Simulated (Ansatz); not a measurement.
# C3H8BClO2: up Jacob's ladder to CCSD(T)

The task here is to estimate one member of a computed series from the others.

Program: Ansatz 0.2.0, Gaussian basis. Level of theory: functionals in def2-TZVPP, the program's frozen cores in correlated methods. These are calculated values, not measurements.

Levels to be run: PBE-D4, r2SCAN-D4, PBE0-D4, B3LYP-D4, ωB97X-V, ωB97M-V, B2PLYP; CCSD(T)/def2-TZVPP; MP2/def2-QZVPP; extrapolation to the limit.

## The relaxed structure

All runs share one geometry, relaxed beforehand with PBE0-D4 in a triple-zeta def2 set.

SMILES `CC(C)OB(O)Cl`, 15 atoms, charge 0, spin multiplicity 1.

Atoms are counted from 1 here; the program's logs count them from 0.

Bond lengths: C1–C2 1.513 Å, C1–H8 1.092 Å, C1–H9 1.092 Å, C1–H10 1.093 Å, C2–C3 1.511 Å, C2–O4 1.431 Å, C2–H11 1.095 Å, C3–H12 1.093 Å, C3–H13 1.092 Å, C3–H14 1.091 Å, O4–B5 1.348 Å, B5–O6 1.354 Å, B5–Cl7 1.773 Å, O6–H15 0.962 Å. Angles: C2–C1–H8 110.8°, C2–C1–H9 110.3°, C2–C1–H10 110.3°, H8–C1–H9 108.2°, H8–C1–H10 108.7°, H9–C1–H10 108.4°, C1–C2–C3 112.9°, C1–C2–O4 109.2°, C1–C2–H11 109.3°, C3–C2–O4 107.3°, C3–C2–H11 109.6°, O4–C2–H11 108.3°, C2–C3–H12 110.5°, C2–C3–H13 110.2°, C2–C3–H14 110.8°, H12–C3–H13 108.4°, H12–C3–H14 108.5°, H13–C3–H14 108.4° and more.

The first run:

The input, in.yaml:

```yaml
crystal:
  periodic: [false, false, false]
  atoms:
    - {symbol: C, position_ang: [1.046425, 0.817983, -0.906440]}
    - {symbol: C, position_ang: [0.315765, -0.346922, -0.275890]}
    - {symbol: C, position_ang: [1.223745, -1.241497, 0.535614]}
    - {symbol: O, position_ang: [-0.692705, 0.152502, 0.608360]}
    - {symbol: B, position_ang: [-1.961608, 0.441728, 0.258777]}
    - {symbol: O, position_ang: [-2.828357, 0.942493, 1.170423]}
    - {symbol: Cl, position_ang: [-2.584051, 0.188863, -1.382014]}
    - {symbol: H, position_ang: [0.360013, 1.437542, -1.486582]}
    - {symbol: H, position_ang: [1.829039, 0.456620, -1.577080]}
    - {symbol: H, position_ang: [1.510847, 1.437357, -0.135187]}
    - {symbol: H, position_ang: [-0.174632, -0.934116, -1.058838]}
    - {symbol: H, position_ang: [1.706247, -0.672725, 1.334052]}
    - {symbol: H, position_ang: [2.000485, -1.668777, -0.101825]}
    - {symbol: H, position_ang: [0.659138, -2.059360, 0.986442]}
    - {symbol: H, position_ang: [-2.410339, 1.048299, 2.030199]}
basis:
  gaussian: {orbitals: def2-TZVPP}
hamiltonian: {xc: pbe, dispersion: d4}
output: {forces: true, orbitals: {seedname: orbitals}}
```

The run is started by

```sh
> ansatz run in.yaml --threads 2 --pin off --events-out ev --progress --plain --max-ram 22528MiB --backend cuda --devices 0, --max-vram 18GiB
```

Among the steps run: PBE-D4 (GGA); r2SCAN-D4 (meta-GGA); PBE0-D4 (hybrid); B3LYP-D4 (hybrid); ωB97X-V (range-separated); ωB97M-V (range-separated); B2PLYP (double hybrid); CCSD(T) in def2-TZVPP; MP2 in def2-QZVPP.

One of the session's tables, all rows but one given; the rest of the session is left out.

| method | atomisation energy (kJ/mol) |
| --- | --- |
| PBE-D4 | 6316.7 |
| r2SCAN-D4 | ? |
| PBE0-D4 | 6209.5 |
| B3LYP-D4 | 6169.4 |
| ωB97X-V | 6184.9 |
| ωB97M-V | 6206.2 |
| B2PLYP | 6119.2 |
| HF/def2-TZVPP | 4599.4 |
| MP2/def2-TZVPP | 6168.0 |
| CCSD/def2-TZVPP | 5943.1 |
| CCSD(T)/def2-TZVPP | 6032.4 |
| MP2/CBS | 6311.9 |
| CCSD(T)/CBS | 6176.3 |

**Question.** Estimate the row for r2SCAN-D4.

The run gave: atomisation energy (kJ/mol): 6212.5. In the column «atomisation energy (kJ/mol)» it lies between PBE0-D4 (6209.5) and MP2/CBS (6311.9).
